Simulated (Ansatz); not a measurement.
# Si2H4Br radical: small, medium and large basis sets

An exercise on one series of results from a longer session: the logs are not shown, and one member is left open.

Computed with Ansatz 0.2.0, Gaussian basis. Level: one geometry, several basis sets.

Levels to be run: PBE0-D4/def2-SVP; ωB97M-V/def2-SVP; PBE0-D4/def2-QZVPP; ωB97M-V/def2-QZVPP; the functionals' def2-TZVPP values are taken from earlier runs.

### The relaxed structure

All runs share one geometry, relaxed beforehand with PBE0-D4 in a triple-zeta def2 set.

SMILES `[SiH3][SiH]Br`, 7 atoms, charge 0, spin multiplicity 2.

Atoms are counted from 1 here; the program's logs count them from 0.

Bond lengths: Si1–Si2 2.334 Å, Si1–H4 1.485 Å, Si1–H5 1.487 Å, Si1–H6 1.488 Å, Si2–Br3 2.228 Å, Si2–H7 1.491 Å. Angles: Si2–Si1–H4 108.4°, Si2–Si1–H5 108.3°, Si2–Si1–H6 111.6°, H4–Si1–H5 109.7°, H4–Si1–H6 109.4°, H5–Si1–H6 109.4°, Si1–Si2–Br3 109.9°, Si1–Si2–H7 114.6°, Br3–Si2–H7 107.1°.

Coordinates:

```
Si   -0.8293    0.4441   -0.3633
Si    1.2776   -0.5255   -0.0979
Br    1.1296   -2.3074    1.2305
H    -1.7346   -0.5634   -0.9709
H    -0.6951    1.6109   -1.2755
H    -1.3927    0.8956    0.9378
H     2.3055    0.3777    0.4935
```

The first run:

Input file in.yaml:

```yaml
crystal:
  periodic: [false, false, false]
  atoms:
    - {symbol: Si, position_ang: [-0.829287, 0.444084, -0.363252]}
    - {symbol: Si, position_ang: [1.277650, -0.525466, -0.097933]}
    - {symbol: Br, position_ang: [1.129597, -2.307385, 1.230474]}
    - {symbol: H, position_ang: [-1.734626, -0.563442, -0.970876]}
    - {symbol: H, position_ang: [-0.695115, 1.610862, -1.275457]}
    - {symbol: H, position_ang: [-1.392667, 0.895640, 0.937752]}
    - {symbol: H, position_ang: [2.305548, 0.377706, 0.493492]}
basis:
  gaussian: {orbitals: def2-SVP}
magnetization: {spin_polarized: true, initial_magnetization: 1}
hamiltonian: {xc: pbe0, dispersion: d4}
output: {orbitals: {seedname: orbitals}}
```

Started as:

```console
ansatz run in.yaml --threads 4 --pin off --events-out ev --progress --plain --max-ram 10444MiB
```

Steps of the session up to this table: PBE0-D4 in def2-SVP; ωB97M-V in def2-SVP; PBE0-D4 in def2-QZVPP; ωB97M-V in def2-QZVPP.

One table of the session follows, with a row left open; its other results are not shown here.

It belongs to the step «Functionals by basis». 

| functional | basis | HOMO (eV) | LUMO (eV) |
| --- | --- | --- | --- |
| PBE0-D4 | def2-SVP | -6.27 | -2.96 |
| PBE0-D4 | def2-TZVPP | -6.29 | -2.96 |
| PBE0-D4 | def2-QZVPP | -6.30 | -2.97 |
| ωB97M-V | def2-SVP | -7.96 | -1.29 |
| ωB97M-V | def2-TZVPP | ? | ? |
| ωB97M-V | def2-QZVPP | -8.02 | -1.40 |

**Question.** Estimate the row for ωB97M-V, def2-TZVPP.

As computed: HOMO (eV): -8.01; LUMO (eV): -1.36. In the column «HOMO (eV)» it lies between ωB97M-V, def2-QZVPP (-8.02) and ωB97M-V, def2-SVP (-7.96).
